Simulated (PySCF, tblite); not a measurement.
**C₂H₆ClSi₄ radical: geometry, infrared bands and EPR parameters**

Aim: predict the infrared bands and EPR parameters of C₂H₆ClSi₄ radical (`C#C[Si]1[SiH2][SiH2][Si@H]1Cl`).

The runs use tblite 0.8.0 and PySCF 2.14.0, with density-fitted response routines of our own; the level of theory stands in each step. All values are computed, except where a source is named. Atoms are numbered from 0 throughout.

### Step 1. The starting structure

13 atoms, charge 0, multiplicity 2; geometry from: force field or distance geometry start.

Bonds of the start (Å): C0–C1 1.21, C1–Si2 1.86, Si2–Si3 2.31, Si3–Si4 2.26, Si4–Si5 2.27, Si5–Cl6 2.04, Si5–Si2 2.31, C0–H7 1.06, Si3–H8 1.50, Si3–H9 1.50, Si4–H10 1.49, Si4–H11 1.50, Si5–H12 1.48.

### Step 2. Geometry optimisation with GFN2-xTB

What the job is given:

```
{"job": {"kind": "relax", "xc": "GFN2-xTB", "basis": "xTB"}, "charge": 0, "multiplicity": 2}
C      2.973600    -1.027100    -1.179300
C      2.247400    -0.514600    -0.364900
Si     1.154900     0.261800     0.930100
Si    -0.713100    -1.045300     1.270400
Si    -1.730000     0.035300    -0.440400
Si    -0.300100     1.752800    -0.062700
Cl    -0.997800     3.113100     1.290800
H      3.606000    -1.469500    -1.903700
H     -0.468400    -2.507500     1.054500
H     -1.329800    -0.766800     2.608000
H     -3.171100     0.341900    -0.215900
H     -1.508500    -0.635600    -1.758100
H      0.232500     2.462000    -1.246600
```

Started as:

```sh
$ OMP_NUM_THREADS=1 python probes_run.py task.json out
```

One launch serves the whole session: the jobs run in the order shown.

What it wrote:

```text
step      E/eV     max force
  0    -507.66339    1.966
  1    -507.78137    0.964
  2    -507.78586    3.361
  3    -507.84609    0.700
  4    -507.86920    0.581
  5    -507.95509    1.102
  6    -507.98496    0.632
  7    -508.00304    0.361
  8    -508.01734    0.362
  9    -508.02909    0.419
 10    -508.03661    0.242
 11    -508.04051    0.154
 12    -508.04278    0.122
 13    -508.04520    0.166
 14    -508.04819    0.216
 15    -508.05107    0.193
 16    -508.05286    0.123
 17    -508.05389    0.082
 18    -508.05468    0.075
 19    -508.05527    0.067
 20    -508.05571    0.058
 21    -508.05614    0.059
 22    -508.05673    0.090
 23    -508.05769    0.133
 24    -508.05904    0.145
 25    -508.06040    0.107
 26    -508.06135    0.082
 27    -508.06192    0.062
 28    -508.06233    0.056
 29    -508.06266    0.054
 30    -508.06304    0.069
 31    -508.06361    0.088
 32    -508.06448    0.101
 33    -508.06548    0.093
 34    -508.06626    0.072
 35    -508.06682    0.068
 36    -508.06755    0.099
 37    -508.06893    0.159
 38    -508.07125    0.200
 39    -508.07386    0.173
 40    -508.07580    0.096
 41    -508.07694    0.068
 42    -508.07771    0.085
 43    -508.07892    0.129
 44    -508.08090    0.150
 45    -508.08327    0.138
 46    -508.08539    0.124
 47    -508.08750    0.122
 48    -508.08907    0.098
 49    -508.08985    0.097
 50    -508.09078    0.082
 51    -508.09147    0.072
 52    -508.09241    0.082
 53    -508.09344    0.103
 54    -508.09546    0.131
 55    -508.09791    0.146
 56    -508.10038    0.153
 57    -508.10189    0.085
 58    -508.10245    0.065
 59    -508.10270    0.102
 60    -508.10322    0.117
 61    -508.10410    0.115
 62    -508.10557    0.182
 63    -508.10752    0.098
 64    -508.10850    0.090
 65    -508.10932    0.088
 66    -508.10962    0.064
 67    -508.10991    0.045
 68    -508.11019    0.041
 69    -508.11061    0.055
 70    -508.11078    0.049
 71    -508.11107    0.037
 72    -508.11125    0.034
 73    -508.11141    0.032
 74    -508.11159    0.030
 75    -508.11179    0.035
 76    -508.11196    0.029
 77    -508.11210    0.026
 78    -508.11224    0.039
 79    -508.11242    0.049
 80    -508.11263    0.047
 81    -508.11281    0.049
 82    -508.11295    0.035
 83    -508.11307    0.030
 84    -508.11319    0.032
 85    -508.11329    0.030
 86    -508.11339    0.032
 87    -508.11351    0.031
 88    -508.11366    0.055
 89    -508.11381    0.061
 90    -508.11392    0.046
 91    -508.11400    0.021
 92    -508.11407    0.022
 93    -508.11417    0.031
 94    -508.11431    0.041
 95    -508.11445    0.033
 96    -508.11456    0.024
 97    -508.11463    0.014
 98    -508.11467    0.017
 99    -508.11470    0.017
100    -508.11475    0.025
101    -508.11485    0.030
102    -508.11501    0.034
103    -508.11522    0.067
104    -508.11536    0.027
105    -508.11541    0.044
106    -508.11544    0.024
107    -508.11545    0.008
```

Run time: 4.2 s. Hardware: 1 thread of Intel Xeon at 2.50GHz, shared host.

The steps of the relaxation: (not every step is listed)

```csv
step,energy from step 0 (eV),largest force (eV/Å)
0,0.0000,1.9655
1,-0.1180,0.9641
2,-0.1225,3.3609
3,-0.1827,0.7003
4,-0.2058,0.5808
5,-0.2917,1.1020
6,-0.3216,0.6324
7,-0.3397,0.3611
8,-0.3539,0.3622
17,-0.3905,0.0816
26,-0.3980,0.0817
35,-0.4034,0.0676
44,-0.4175,0.1503
53,-0.4300,0.1033
62,-0.4422,0.1824
71,-0.4477,0.0367
80,-0.4492,0.0473
89,-0.4504,0.0612
98,-0.4513,0.0175
102,-0.4516,0.0342
103,-0.4518,0.0670
104,-0.4520,0.0273
105,-0.4520,0.0442
106,-0.4520,0.0242
107,-0.4521,0.0075
```

Distances of close pairs at the start and the end, largest changes first:

```csv
bond,before (Å),after (Å),change (Å)
Si4–Si5,2.267,2.354,+0.088
Si3–Si4,2.265,2.346,+0.082
Si2–Si3,2.305,2.371,+0.066
Si2–Si5,2.308,2.359,+0.051
Si5–Cl6,2.042,2.076,+0.034
Si3–H8,1.498,1.469,-0.030
Si4–H11,1.495,1.467,-0.028
Si3–H9,1.499,1.471,-0.028
```

The next job starts from the end point, and lists it.

### Step 3. Harmonic vibrations with GFN2-xTB

What the job is given:

```
{"job": {"kind": "ir", "xc": "GFN2-xTB", "basis": "xTB"}, "charge": 0, "multiplicity": 2}
C      3.565216    -0.892157    -0.710289
C      2.529754    -0.502967    -0.224176
Si     1.045999     0.124662     0.672543
Si    -0.791851    -1.341401     0.982800
Si    -2.123436     0.252145    -0.109050
Si    -0.296775     1.693758    -0.467693
Cl    -0.450910     3.410000     0.690031
H      4.448741    -1.238612    -1.165471
H     -0.777678    -2.691379     0.404972
H     -1.052638    -1.598696     2.407521
H     -3.262284     0.762581     0.658233
H     -2.711916    -0.256043    -1.352889
H     -0.126609     2.278595    -1.804260
```

What it wrote:

```text
mode    cm-1     km/mol
  1      22.9      0.06
  2      59.0      0.80
  3      64.4      0.82
  4     103.4      0.86
  5     129.8      2.28
  6     207.7      1.51
  7     223.1     19.25
  8     229.4      8.20
  9     292.6     24.84
 10     318.9     20.89
 11     338.5     13.80
 12     357.1      6.22
 13     365.8     25.42
 14     372.5      2.29
 15     411.2     13.80
 16     433.2     12.90
 17     464.4     65.11
 18     482.3      8.33
 19     542.6    309.13
 20     584.1    315.21
 21     633.4     16.58
 22     654.0    156.27
 23     664.9     34.83
 24     686.7     29.95
 25     813.5    285.64
 26     846.2    283.88
 27    2127.8      2.80
 28    2141.0    256.00
 29    2154.7    175.92
 30    2181.3    192.73
 31    2197.6    548.39
 32    2212.3    271.38
 33    3344.5      0.22
```

Run time: 2.2 s. Hardware: 1 thread of Intel Xeon at 2.50GHz, shared host.

The strongest bands and the atoms that carry them (share of the mass-weighted mode):

```csv
cm⁻¹,km/mol,atoms
543,309.1,"H12 27 %, H11 21 %, H9 16 %, H10 13 %"
584,315.2,"H9 30 %, H11 28 %, H10 16 %, H8 15 %"
814,285.6,"H11 40 %, H10 39 %"
846,283.9,"H9 41 %, H8 39 %"
2141,256.0,H12 95 %
2181,192.7,"H8 76 %, H9 19 %"
2198,548.4,H11 87 %
2212,271.4,H10 88 %
```

### Step 4. EPR parameters: B3LYP/pcH-1

Settings changed since step 3:

```diff
@@ -1,2 +1,2 @@
-{"job": {"kind": "ir", "xc": "GFN2-xTB", "basis": "xTB"}, "charge": 0, "multiplicity": 2}
+{"job": {"kind": "epr", "basis": "pcH-1"}, "charge": 0, "multiplicity": 2}
 C      3.565216    -0.892157    -0.710289
```

Level: UKS B3LYP, pcH-1 on C Cl H Si, non-relativistic, mean-field spin-orbit, GIAO.

What it wrote:

```text
UKS, coarse grid
  cycle   1  E = -1697.92864002  |g| = 3.81e-01
  cycle   2  E = -1697.84847243  |g| = 4.95e-01
  cycle   3  E = -1697.98904662  |g| = 8.59e-02
  cycle   4  E = -1697.99162922  |g| = 7.13e-02
  cycle   5  E = -1697.99417703  |g| = 1.72e-02
  cycle   6  E = -1697.99434453  |g| = 6.26e-03
  cycle   7  E = -1697.99437381  |g| = 1.29e-03
  cycle   8  E = -1697.99437506  |g| = 6.26e-04
UKS, final grid
  cycle   1  E = -1697.99441528  |g| = 7.10e-04
  cycle   2  E = -1697.99441512  |g| = 1.01e-03
  cycle   3  E = -1697.99441568  |g| = 2.71e-04
  cycle   4  E = -1697.99441573  |g| = 1.07e-04
  cycle   5  E = -1697.99441576  |g| = 5.24e-05
  cycle   6  E = -1697.99441577  |g| = 1.42e-05
E = -1697.99441577 Eh   <S^2> = 0.7567 (exact 0.7500)
g shifts (ppm)      1          2          3
  rmc          -134       -134       -134
  gc             42         -0         44
  oz_so          63        790       3068
  total         -29        656       2978
hyperfine (MHz)  atom isotope    a_iso     a_fc   dipolar eigenvalues
    0   13C      15.16      15.20    -15.66    -12.30     27.96
    1   13C     -12.94     -12.98     -8.10     -0.43      8.52
    2  29Si    -359.36    -360.18   -147.08     73.04     74.04
    3  29Si     -16.58     -16.59    -13.26      6.00      7.25
    4  29Si     -44.18     -44.19     -4.92      1.78      3.14
    5  29Si      -5.37      -5.46    -15.56      6.69      8.87
    6  35Cl       5.52       5.46     -2.22     -1.10      3.32
    7    1H     -14.56     -14.57     -7.30     -1.06      8.37
    8    1H      31.42      31.42     -2.09     -0.28      2.38
    9    1H      12.25      12.25     -1.94     -1.35      3.28
   10    1H      42.58      42.58     -1.06     -0.31      1.37
   11    1H      -3.79      -3.80     -0.92     -0.59      1.51
   12    1H      14.06      14.06     -2.01     -0.48      2.50
```

Run time: 3.9 min. Hardware: 1 thread of Intel Xeon at 2.50GHz, shared host; peak memory 1.1 GiB.

Principal g values 2.00229, 2.00297, 2.00530; g(iso) = 2.00352, against 2.00232 for a free electron.

Hyperfine couplings, nucleus by nucleus at this fixed geometry (no averaging over rotations):

```csv
nuclei,isotope,a(iso) (MHz),"a(iso) (G, at g = 2.0023)",largest dipolar term (MHz)
Si2,29Si,-359.4,-128.2,-147.1
Si4,29Si,-44.2,-15.8,-4.9
H10,1H,42.6,15.2,1.4
H8,1H,31.4,11.2,2.4
Si3,29Si,-16.6,-5.9,-13.3
C0,13C,15.2,5.4,28.0
H7,1H,-14.6,-5.2,8.4
H12,1H,14.1,5.0,2.5
C1,13C,-12.9,-4.6,8.5
H9,1H,12.3,4.4,3.3
Cl6,35Cl,5.5,2.0,3.3
Si5,29Si,-5.4,-1.9,-15.6
H11,1H,-3.8,-1.4,1.5
```

Mulliken spin populations:

C0 0.19; C1 -0.11; Si2 0.81; Si3 0.02; Si4 0.01; Si5 0.03; Cl6 0.00; H7 -0.01; H8 0.02; H9 0.00; H10 0.02; H11 0.00; H12 0.01

In first order the couplings over 0.8 MHz of 1H, 35Cl give 254 distinct lines over 48.3 G.

The fields below are evaluated on a grid from the run's orbitals.

ELF in a plane through or near 5 of the atoms.

Values, 10 rows by 14 columns:
```
0.00 0.00 0.00 0.00 0.00 0.00 0.00 0.00 0.00 0.00 0.00 0.00 0.00 0.00
0.00 0.00 0.00 0.00 0.00 0.00 0.04 0.09 0.01 0.00 0.00 0.00 0.00 0.00
0.00 0.00 0.00 0.00 0.00 0.00 0.56 0.92 0.19 0.03 0.00 0.00 0.00 0.00
0.00 0.00 0.00 0.07 0.10 0.01 0.41 0.23 0.27 0.28 0.03 0.00 0.00 0.00
0.00 0.00 0.34 0.58 0.75 0.55 0.75 0.62 0.97 0.44 0.98 0.70 0.00 0.00
0.00 0.01 0.96 0.50 0.67 0.88 0.30 0.40 0.74 0.18 1.00 0.89 0.00 0.00
0.00 0.00 0.06 0.40 0.54 0.16 0.77 0.35 0.31 0.36 0.09 0.03 0.00 0.00
0.00 0.00 0.00 0.00 0.01 0.00 0.22 0.53 0.28 0.07 0.00 0.00 0.00 0.00
0.00 0.00 0.00 0.00 0.00 0.00 0.02 0.04 0.08 0.12 0.00 0.00 0.00 0.00
0.00 0.00 0.00 0.00 0.00 0.00 0.00 0.00 0.00 0.00 0.00 0.00 0.00 0.00
```
The map spans 14.7 Å across and 10.8 Å up, centred on the molecule. Atoms in the plane (x, y in Å): C0 (-3.7, -0.1), C1 (-2.6, -0.1), Si3 (0.6, 1.7), Si5 (0.6, -1.7), H10 (3.4, 0.1).

On the surface of density 0.002 e/bohr³ the electrostatic potential runs, from the 1st to the 99th percentile, from -0.62 V near Cl6 to 1.66 V near H7.

The spin density lies nearest to Si2 58 %; C0 12 %; C1 6 % (beta excess); Si3, Si5 about 6 % each.

### Step 5. Outcome

```
                                 quantity                    value
strongest single infrared mode (GFN2-xTB)    2198 cm⁻¹, 548 km/mol
             zero-point energy (GFN2-xTB)            38.1 kcal/mol
                           g(iso) (B3LYP)                  2.00352
                                     ⟨S²⟩       0.757 (exact 0.75)
                           largest a(iso)  29Si on Si2, -359.4 MHz
    surface potential, 1st and 99th percentile       -0.62 V and 1.66 V
```

What this shows: The optimisation took 107 steps and gained 0.452 eV; among the close pairs (by a distance rule), Si4–Si5 changed most, from 2.267 to 2.354 Å. No mode is imaginary among the 33: a minimum at this level. The strongest single mode, at 2198 cm⁻¹, moves mainly H11. GFN2-xTB is a fitted tight-binding method: band positions and strengths are rough. Its intensities can rank the bands wrongly. Most of the unpaired spin sits on Si2 (0.81 e). The isotropic g lies 1.2 ppt above the free-electron value.
